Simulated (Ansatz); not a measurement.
CoW3 under changes of volume

One of the cells (14.914 Å³/atom); the others are scaled copies at fixed shape and fractional positions:

```
W Co
1.0
     3.90735    0.00000    0.00000
     0.00000    3.90735    0.00000
     0.00000    0.00000    3.90735
W Co
3 1
Direct
  0.50000 0.50000 0.00000
  0.50000 0.00000 0.50000
  0.00000 0.50000 0.50000
  0.00000 0.00000 0.00000
```

The cell comes from a database or a generator and needn't be the stable form of this composition.

| Item | Value |
| --- | --- |
| Program | Ansatz 0.2.0 |
| Functional | r2SCAN |
| Potentials or basis | Ansatz PAW |
| Cutoff | 500 eV (not typed: the program's choice for these potentials) |
| k mesh | 7 × 7 × 7 |
| Occupations | fermi-dirac, width 0.05 eV |
| Spin | collinear spin, ferromagnetic start |
| Starting moments | [0.0, 0.0, 0.0, 2.0] μB |

| volume (Å³/atom) | energy over the lowest point (meV/atom) | pressure (GPa) | moment (μB per cell) |
| --- | --- | --- | --- |
| 14.019 | ? | ? | ? |
| 14.317 | 11.10 | 8.8 | 1.49 |
| 14.615 | 0.22 | 2.9 | 1.57 |
| 14.914 | 0.00 | -2.5 | 1.64 |
| 15.212 | 9.26 | -7.4 | 1.71 |
| 15.510 | 27.23 | -11.9 | 1.77 |
| 15.809 | 53.22 | -15.9 | 1.82 |

Task: What does the run at 14.019 Å³/atom give?

Result: Energy over the lowest point 33.65 meV/atom; pressure 15.3 GPa; moment 1.39 μB per cell.

Worked out: A Birch-Murnaghan fit of order 3 (a polynomial in V^(-2/3)) to the other rows has its minimum at 14.77 Å³/atom with B0 = V·E''(V) = 267 GPa and B' = 3.8. It gives 33.55 meV/atom at 14.019 Å³/atom, against the run's 33.65, and -dE/dV = 15.4 GPa, against 15.3. A parabola through the other rows of the moment, of slope 0.302 μB per Å³/atom there, extrapolates to 1.40 μB, against the run's 1.39.

Energies are extrapolated to zero smearing.

Caveats: the magnetic or orbital state may not be the lowest; the PAW data sets come from PBE, with cores solved anew for the run's functional, which leaves a small shift of forces and pressure.
